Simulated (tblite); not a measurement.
# C6H10FO: the cost of one run

Programs: tblite 0.8.0 and PySCF 2.14.0, with density-fitted response routines of our own. Each step states its level of theory. These are calculated values for one molecule in the gas phase, unless marked as measured. Atoms are numbered from 0 throughout.

### Step 1. The molecule as given

18 atoms, charge 0, multiplicity 2; geometry from: force field or distance geometry start.

Bonds of the start (Å): C0–O1 1.39, O1–C2 1.39, C2–F3 1.38, C2–C4 1.51, C4–C5 1.52, C5–C6 1.51, C6–C7 1.52, C7–C4 1.51, C0–H8 1.12, C0–H9 1.10, C0–H10 1.10, C2–H11 1.11, C5–H12 1.08, C5–H13 1.10, C6–H14 1.11, C6–H15 1.10, C7–H16 1.10, C7–H17 1.10.

### Step 2. Geometry optimisation with GFN2-xTB

The job: settings as JSON, then the geometry in Å.

```
{"job": {"kind": "relax", "xc": "GFN2-xTB", "basis": "xTB"}, "charge": 0, "multiplicity": 2}
C      2.365100    -0.386100    -0.865500
O      1.473900     0.138600     0.061700
C      0.624000    -0.862500     0.524300
F      0.862100    -1.057600     1.872100
C     -0.833000    -0.504600     0.355900
C     -1.260500    -0.245600    -1.084600
C     -1.969800     0.990500    -0.580300
C     -1.013000     0.975800     0.604500
H      3.067800     0.406700    -1.236800
H      1.831500    -0.770500    -1.750300
H      2.968200    -1.216700    -0.462900
H      0.836100    -1.830200     0.019300
H     -0.470100    -0.089300    -1.798700
H     -1.971400    -1.016200    -1.425500
H     -1.875400     1.900200    -1.202100
H     -2.992000     0.786600    -0.237600
H     -0.130700     1.597400     0.375400
H     -1.521700     1.189600     1.554800
```

The run is started by

```bash
$ OMP_NUM_THREADS=1 python probes_run.py task.json out
```

One launch serves the whole session: the jobs run in the order shown.

Q: Estimate the wall time of this first job on 1 thread of Intel Xeon at 2.50GHz, shared host.

About 3.5 s.
